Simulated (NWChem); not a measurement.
**the pair SnNH4F···CuSH, step by step**

Aim: the energy (singlet CuSnNH5SF, SVWN5/3-21G), then the energy (singlet SnNH4F, SVWN5/3-21G), then the energy (singlet CuSH, SVWN5/3-21G), then a single-point energy (singlet SnNH4F, SVWN5/3-21G), then a single-point energy (singlet CuSH, SVWN5/3-21G) of CuFH5NSSn and its partners. 

Program for the calculation: NWChem 7.3.0.

**1. The molecule**

CuSnNH5SF: 10 atoms, total charge 0, spin state singlet. The two molecules were placed rigidly side by side, at 0.9 times their contact distance; the pair isn't optimised.

Bond lengths: N1–Sn2 1.995 Å, Sn2–F3 1.926 Å, S8–Cu9 2.117 Å, N1–H4 1.008 Å, N1–H5 1.008 Å, Sn2–H6 1.699 Å, Sn2–H7 1.699 Å, S8–H10 1.346 Å. Angles: N1–Sn2–F3 105.2°, N1–Sn2–H6 111.6°, N1–Sn2–H7 111.8°, F3–Sn2–H6 103.8°, F3–Sn2–H7 103.8°, Sn2–N1–H4 117.7°, Sn2–N1–H5 117.8°, Cu9–S8–H10 93.6°, H6–Sn2–H7 119.0°, H4–N1–H5 110.3°.

**2. The energy at SVWN5/3-21G (run 1)**

Input file job.nw:

```
start job
title "CuFH5NSSn"
memory 2200 mb

geometry units angstroms noautosym nocenter noautoz
N     -0.833360     0.098030    -0.936460
Sn     0.488940    -0.055370     0.549440
F      0.225140    -1.817770     1.278940
H     -1.592960     0.751130    -0.823060
H     -0.478260     0.135230    -1.879160
H      0.104340     0.980830     1.840340
H      2.086140    -0.092070    -0.030060
S     -4.825470    -0.348270     1.974500
Cu    -3.585310     0.117700     0.322890
H     -5.287640     0.910670     2.090160
end

basis spherical bse
* library 3-21G
end

dft
xc slater vwn_5
mult 1
grid fine
convergence energy 1e-08
iterations 100
mulliken
noprint "final vectors analysis"
end

task dft energy
```

Command:

```console
$ nwchem job.nw > job.out
```

Log:

```text
Northwest Computational Chemistry Package (NWChem) 7.3.0
             --------------------------------------------------------

           Job information
           ---------------

    nwchem branch   = 7.3.0
    use scalapack   = T
    input           = job.nw
    prefix          = job.
    data base       = ./job.db
    status          = startup
    nproc           =        1

           Memory information
           ------------------

    heap     =     72089600 doubles =      550.0 Mbytes
    stack    =     72089597 doubles =      550.0 Mbytes
    global   =    144179200 doubles =     1100.0 Mbytes (distinct from heap & stack)
    total    =    288358397 doubles =     2200.0 Mbytes
    verify   = yes
    hardfail = no

           Directory information
           ---------------------

  0 permanent = .
  0 scratch   = .

                                NWChem Input Module
                                -------------------

                                     CuFH5NSSn
                                     ---------

[... 116 lines left out ...]
  convergence criterion.
[... 17 lines left out ...]
          Convergence on energy requested:  1.00D-08
[... 1 line left out ...]
          Convergence on gradient requested:  5.00D-04
[... 23 lines left out ...]
          Convergence Information
[... 2 lines left out ...]
          total energy or number of iterations.
[... 27 lines left out ...]
 1-e energy   =  -12932.069770
[... 30 lines left out ...]
   convergence    iter        energy       DeltaE   RMS-Dens  Diis-err    time
[... 303 lines left out ...]
      Calculation failed to converge
[... 2 lines left out ...]
         Total DFT energy =    -8173.365790338497
[... 1 line left out ...]
           Coulomb energy =     4213.242728782569
[... 1 line left out ...]
 Nuclear repulsion energy =      810.833144179389
[... 39 lines left out ...]
     Multipole analysis of the density
     ---------------------------------

     L   x y z        total         alpha         beta         nuclear
     -   - - -        -----         -----         ----         -------
     0   0 0 0     -0.000000    -58.000000    -58.000000    116.000000

     1   1 0 0      1.230372    157.188574    157.188574   -313.146777
[... 8 lines of this table left out ...]
     2   0 0 2    -52.992365   -228.834799   -228.834799    404.677233

 ------------------------------------------------------------------------
 dft energy failed                                                                                  0
 ------------------------------------------------------------------------
 ------------------------------------------------------------------------
  current input line :
    32: task dft energy
 ------------------------------------------------------------------------
 ------------------------------------------------------------------------
 This type of error is most commonly associated with calculations not reaching convergence criteria
 ------------------------------------------------------------------------

0:dft energy failed:Received an Error in Communication
  Errorcode: -1
```

Run time: 2 min. Hardware: 1 thread of Intel Xeon Platinum 8375C at 2.90GHz (Ice Lake), shared host; peak memory 0.12 GiB.

The iterations ended before the threshold was met.

**3. SnNH4F: the energy at SVWN5/3-21G (run 2)**

Input file struct.nw:

```
echo
start struct
title "FH4NSn energy"
memory 2200 mb
geometry units bohr noautosym nocenter noautoz
 N  -1.57482216  0.18524985 -1.76965293
 Sn  0.92396269 -0.10463414  1.03829112
 F   0.42545294 -3.43508746  2.41684633
 H  -3.01025813  1.41942998 -1.55535798
 H  -0.90378042  0.25554766 -3.55109774
 H   0.19717402  1.85350007  3.47773858
 H   3.94223326 -0.17398708 -0.05680517
end
basis spherical bse
 * library 3-21G
end
dft
 xc slater vwn_5
 grid fine
 convergence energy 1e-08
 maxiter 100
 mulliken
 print low
end
task dft energy
```

Command:

```console
$ nwchem struct.nw > struct.out
```

Log:

```text
[...]
 d= 0,ls=0.0,diis     1  -6148.2894982120 -6.44D+03  6.27D-02  1.28D+00     0.8
[...]
 d= 0,ls=0.0,diis    11  -6148.4134116655 -7.38D-10  5.52D-07  1.65D-09     4.6
         Total DFT energy =    -6148.413411665507
      One electron energy =    -9080.277927278492
           Coulomb energy =     2810.121366788659
    Exchange-Corr. energy =     -173.528048316382
 Nuclear repulsion energy =      295.271197140709
[...]
      Total Density - Mulliken Population Analysis
     ---------------------------------------------
    Atom       Charge   Shell Charges
 -----------   ------   -------------------------------------------------------
    1 N    7     7.85   1.98  0.37  1.87  1.30  2.33
    2 Sn  50    49.18   2.00  2.00  6.00  2.00  5.99  2.00  5.95  0.91  1.52  0.32  0.53 10.00  9.98
    3 F    9     9.34   1.98  0.44  2.48  1.54  2.91
    4 H    1     0.69   0.44  0.25
    5 H    1     0.69   0.44  0.25
    6 H    1     1.13   0.38  0.74
    7 H    1     1.13   0.38  0.74
[...]
```

It took 5.4 s on 1 thread of Intel Xeon Platinum 8375C at 2.90GHz (Ice Lake), shared host; peak memory 0.12 GiB.

**4. CuSH: the energy at SVWN5/3-21G (run 3)**

Input file mol.nw:

```
start mol
title "CuHS energy"
memory 2200 mb
geometry units angstroms noautosym nocenter noautoz
   S     -4.825470    -0.348270     1.974500
   Cu    -3.585310     0.117700     0.322890
   H     -5.287640     0.910670     2.090160
end
basis spherical bse
   S library 3-21G
   Cu library 3-21G
   H library 3-21G
end
dft
   xc slater vwn_5
   grid fine
   convergence energy 1e-08
   iterations 100
   mulliken
   print low
end
task dft
```

Command:

```console
$ nwchem mol.nw > mol.out
```

Log:

```text
[...]
 d= 0,ls=0.0,diis     1  -2024.6814893807 -2.15D+03  2.60D-01  1.95D+00     0.3
[...]
 d= 0,ls=0.5,diis    79  -2024.9277357543  6.85D-09  1.79D-06  1.13D-06    11.4
         Total DFT energy =    -2024.927735760802
      One electron energy =    -3081.728578006830
           Coulomb energy =     1017.623471670256
    Exchange-Corr. energy =      -89.031518945038
 Nuclear repulsion energy =      128.208889520810
[...]
      Total Density - Mulliken Population Analysis
     ---------------------------------------------
    Atom       Charge   Shell Charges
 -----------   ------   -------------------------------------------------------
    1 S   16    16.28   2.00  1.96  5.87  1.06  2.50  0.86  2.03
    2 Cu  29    28.80   2.00  2.00  6.00  1.99  5.95  1.04  0.24  0.37  0.07  4.57  4.58
    3 H    1     0.92   0.42  0.50
[...]
```

It took 12 s on 1 thread of Intel Xeon Platinum 8375C at 2.90GHz (Ice Lake), shared host; peak memory 0.11 GiB.

**5. SnNH4F among ghost functions: a single-point energy at SVWN5/3-21G (with ghost functions) (run 4)**

Input file m1.nw:

```
start m1
memory 2200 mb

geometry noautosym nocenter noautoz
  N       -0.833360       0.098030      -0.936460
  Sn       0.488940      -0.055370       0.549440
  F        0.225140      -1.817770       1.278940
  H       -1.592960       0.751130      -0.823060
  H       -0.478260       0.135230      -1.879160
  H        0.104340       0.980830       1.840340
  H        2.086140      -0.092070      -0.030060
  bqS     -4.825470    -0.348270     1.974500
  bqCu    -3.585310     0.117700     0.322890
  bqH     -5.287640     0.910670     2.090160
end

basis spherical bse
  N library 3-21G
  Sn library 3-21G
  F library 3-21G
  H library 3-21G
  bqS library S 3-21G
  bqCu library Cu 3-21G
  bqH library H 3-21G
end

dft
  xc slater vwn_5
  grid fine
  convergence energy 1e-08
  maxiter 100
  mulliken
  noprint "final vectors analysis"
end

task dft energy
```

Command:

```console
$ nwchem m1.nw > m1.out
```

Log:

```text
[...]
          Wavefunction type:  closed shell.
          No. of atoms     :    10
          No. of electrons :    70
[...]
          Charge           :     0
          Spin multiplicity:     1
[...]
          AO basis - number of functions:    99
[...]
              XC Information
              --------------
                        Slater Exchange Functional  1.000 local
                      VWN V Correlation Functional  1.000 local
[...]
 d= 0,ls=0.0,diis     1  -6148.2969479596 -6.44D+03  3.58D-02  1.28D+00     1.9
[...]
 d= 0,ls=0.0,diis    11  -6148.4206062150 -4.51D-10  2.99D-07  1.77D-09    12.7
         Total DFT energy =    -6148.420606214972
      One electron energy =    -9079.965894267612
           Coulomb energy =     2809.787843132316
    Exchange-Corr. energy =     -173.513773408163
 Nuclear repulsion energy =      295.271218328488
[...]
      Total Density - Mulliken Population Analysis
     ---------------------------------------------
    Atom       Charge   Shell Charges
 -----------   ------   -------------------------------------------------------
    1 N    7     7.85   1.98  0.37  1.86  1.32  2.32
    2 Sn  50    49.14   2.00  2.00  6.00  2.00  5.99  2.00  5.95  0.91  1.52  0.31  0.50 10.00  9.98
    3 F    9     9.34   1.98  0.44  2.48  1.54  2.90
    4 H    1     0.65   0.44  0.22
    5 H    1     0.68   0.44  0.25
    6 H    1     1.13   0.38  0.75
    7 H    1     1.12   0.38  0.74
    8 X    0     0.00  -0.00 -0.00 -0.00 -0.00  0.00  0.00 -0.00
    9 X    0     0.09  -0.00 -0.00  0.00 -0.00 -0.00 -0.00  0.01  0.03  0.05 -0.00  0.00
   10 X    0    -0.00  -0.00 -0.00
[...]
```

Wall time 13 s (1 thread of Intel Xeon Platinum 8375C at 2.90GHz (Ice Lake), shared host); peak memory 0.12 GiB.

**6. CuSH among ghost functions: the energy at SVWN5/3-21G (with ghost functions) (run 5)**

Input file a.nw:

```
start a
memory total 2200 mb
geometry noautosym nocenter noautoz
  S       -4.825470      -0.348270       1.974500
  Cu      -3.585310       0.117700       0.322890
  H       -5.287640       0.910670       2.090160
  bqN     -0.833360     0.098030    -0.936460
  bqSn     0.488940    -0.055370     0.549440
  bqF      0.225140    -1.817770     1.278940
  bqH     -1.592960     0.751130    -0.823060
  bqH     -0.478260     0.135230    -1.879160
  bqH      0.104340     0.980830     1.840340
  bqH      2.086140    -0.092070    -0.030060
end
basis spherical bse
  S library 3-21G
  Cu library 3-21G
  H library 3-21G
  bqN library N 3-21G
  bqSn library Sn 3-21G
  bqF library F 3-21G
  bqH library H 3-21G
end
dft
  xc slater vwn_5
  grid fine
  convergence energy 1e-08
  maxiter 100
  mulliken
  noprint "final vectors analysis"
end
task dft energy
```

Command:

```console
$ nwchem a.nw > a.out
```

Log:

```text
Northwest Computational Chemistry Package (NWChem) 7.3.0
             --------------------------------------------------------

           Job information
           ---------------

    nwchem branch   = 7.3.0
    use scalapack   = T
    input           = a.nw
    prefix          = a.
    data base       = ./a.db
    status          = startup
    nproc           =        1

           Memory information
           ------------------

    heap     =     72089600 doubles =      550.0 Mbytes
    stack    =     72089597 doubles =      550.0 Mbytes
    global   =    144179200 doubles =     1100.0 Mbytes (distinct from heap & stack)
    total    =    288358397 doubles =     2200.0 Mbytes
    verify   = yes
    hardfail = no

           Directory information
           ---------------------

  0 permanent = .
  0 scratch   = .

                                NWChem Input Module
                                -------------------

 Scaling coordinates for geometry "geometry" by  1.889725989
 (inverse scale =  0.529177249)

[... 215 lines left out ...]
  convergence criterion.
[... 17 lines left out ...]
          Convergence on energy requested:  1.00D-08
[... 1 line left out ...]
          Convergence on gradient requested:  5.00D-04
[... 24 lines left out ...]
          Convergence Information
[... 2 lines left out ...]
          total energy or number of iterations.
[... 27 lines left out ...]
 1-e energy   =   -3080.077524
[... 30 lines left out ...]
   convergence    iter        energy       DeltaE   RMS-Dens  Diis-err    time
[... 303 lines left out ...]
      Calculation failed to converge
[... 2 lines left out ...]
         Total DFT energy =    -2024.936380709680
[... 1 line left out ...]
           Coulomb energy =     1017.552284353213
[... 1 line left out ...]
 Nuclear repulsion energy =      128.208889520810
[... 39 lines left out ...]
     Multipole analysis of the density
     ---------------------------------

     L   x y z        total         alpha         beta         nuclear
     -   - - -        -----         -----         ----         -------
     0   0 0 0      0.000000    -23.000000    -23.000000     46.000000

     1   1 0 0      0.600440    176.488020    176.488020   -352.375599
[... 8 lines of this table left out ...]
     2   0 0 2    -25.242661   -137.199076   -137.199076    249.155491

 ------------------------------------------------------------------------
 dft energy failed                                                                                  0
 ------------------------------------------------------------------------
 ------------------------------------------------------------------------
  current input line :
    32: task dft energy
 ------------------------------------------------------------------------
 ------------------------------------------------------------------------
 This type of error is most commonly associated with calculations not reaching convergence criteria
 ------------------------------------------------------------------------

0:dft energy failed:Received an Error in Communication
  Errorcode: -1
```

It took 1.8 min on 1 thread of Intel Xeon Platinum 8375C at 2.90GHz (Ice Lake), shared host; peak memory 0.12 GiB.

The run stopped without converging.

**7. Summary of results**

| quantity | value |
| --- | --- |
| SnNH4F: total energy | -6148.41341 Eh |
| CuSH: total energy | -2024.92774 Eh |
| SnNH4F among ghost functions: total energy | -6148.42061 Eh |
| SnNH4F among ghost functions: dipole moment | 3.72 D |
| run 1, SVWN5/3-21G | no result (not converged) |
| CuSH among ghost functions | no result (not converged) |

In words: Mulliken charges (SnNH4F) run from -0.85 on N1 to +0.82 on Sn2. Relativity is left out (SnNH4F) although the molecule holds a heavy atom. Mulliken charges (CuSH) run from -0.28 on S1 to +0.20 on Cu2; they depend strongly on the basis. Relativity is left out (SnNH4F among ghost functions) although the molecule holds a heavy atom. 2 of the 5 runs did not end normally.
